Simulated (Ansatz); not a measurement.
# GaBH4: one species, many methods

An exercise on one series of results from a longer session: the logs are not shown, and one member is left open.

The runs use Ansatz 0.2.0, Gaussian basis; functionals in def2-TZVPP, the program's frozen cores in correlated methods.

The runs, in order: LDA (SPW92), PBE-D4, revPBE-D4, BLYP-D4, r2SCAN-D4, B97M-V, PBE0-D4, B3LYP-D4, r2SCANh-D4, r2SCAN0-D4, HSE06-D4, BHLYP-D4, CAM-B3LYP-D4, LC-ωPBE, ωB97X-V, ωB97M-V, B2PLYP, PBE-QIDH; CCSD(T)/def2-SVP; CCSD(T)/def2-TZVPP; MP2/def2-QZVPP; extrapolation to the limit; RPA on PBE.

## The geometry

The geometry comes from an earlier relaxation with PBE0-D4 in a triple-zeta def2 set; it is a stationary point.

SMILES `[BH2][GaH2]`, 6 atoms, charge 0, spin multiplicity 1.

Atoms are counted from 1 here; the program's logs count them from 0.

Bond lengths: B1–Ga2 2.065 Å, B1–H3 1.199 Å, B1–H4 1.199 Å, Ga2–H5 1.576 Å, Ga2–H6 1.576 Å. Angles: Ga2–B1–H3 122.1°, Ga2–B1–H4 122.2°, H3–B1–H4 115.7°, B1–Ga2–H5 122.3°, B1–Ga2–H6 122.1°, H5–Ga2–H6 115.6°.

The first run:

Input file in.yaml:

```yaml
crystal:
  periodic: [false, false, false]
  atoms:
    - {symbol: B, position_ang: [0.054211, -1.108880, 0.023878]}
    - {symbol: Ga, position_ang: [-0.034891, 0.952922, -0.036773]}
    - {symbol: H, position_ang: [-0.697745, -1.759725, 0.692887]}
    - {symbol: H, position_ang: [0.861265, -1.732034, -0.606084]}
    - {symbol: H, position_ang: [-0.921566, 1.727156, -1.084048]}
    - {symbol: H, position_ang: [0.780725, 1.856462, 0.964042]}
basis:
  gaussian: {orbitals: def2-TZVPP}
hamiltonian: {xc: lda}
output: {orbitals: {seedname: orbitals}}
```

Started as:

```bash
> ansatz run in.yaml --threads 2 --pin off --events-out ev --progress --plain --max-ram 4352MiB
```

Among the steps run: LDA; PBE-D4 (GGA); revPBE-D4 (GGA); BLYP-D4 (GGA); r2SCAN-D4 (meta-GGA); B97M-V (meta-GGA); PBE0-D4 (hybrid); B3LYP-D4 (hybrid); r2SCANh-D4 (hybrid); r2SCAN0-D4 (hybrid); HSE06-D4 (hybrid); BHLYP-D4 (hybrid); CAM-B3LYP-D4 (range-separated); LC-ωPBE (range-separated); ωB97X-V (range-separated); ωB97M-V (range-separated); B2PLYP (double hybrid); PBE-QIDH (double hybrid).

One of the session's tables, all rows but one given; the rest of the session is left out.

It belongs to the step «Frontier levels by functional». 

```
  functional  HOMO (eV)  LUMO (eV)  gap (eV)
 LDA (SPW92)      -6.57      -3.50      3.06
      PBE-D4      -6.47      -3.24      3.24
   revPBE-D4      -6.43      -3.12      3.31
     BLYP-D4      -6.36      -3.07      3.29
   r2SCAN-D4      -6.73      -2.86      3.86
      B97M-V      -6.81      -3.00      3.81
     PBE0-D4      -7.62      -2.23      5.38
    B3LYP-D4      -7.43      -2.45      4.98
  r2SCANh-D4      -7.15      -2.52      4.62
  r2SCAN0-D4      -7.78      -2.02      5.75
    HSE06-D4      -7.22      -2.62      4.60
    BHLYP-D4          ?          ?         ?
CAM-B3LYP-D4      -8.96      -1.12      7.84
     LC-ωPBE     -10.31       0.09     10.40
     ωB97X-V      -9.95      -0.02      9.92
     ωB97M-V      -9.77      -0.29      9.48
```

Estimate the missing values for BHLYP-D4.

Worked estimate for «HOMO (eV)». Against the share of exact exchange, BLYP-D4 (0, -6.36), B3LYP-D4 (0.2, -7.43) give a slope of -5.35 per unit share; at 0.5 the line stands at -9.03.

The run gave: HOMO (eV): -8.68; LUMO (eV): -1.18; gap (eV): 7.50. In «HOMO (eV)» the line misses by -0.35.
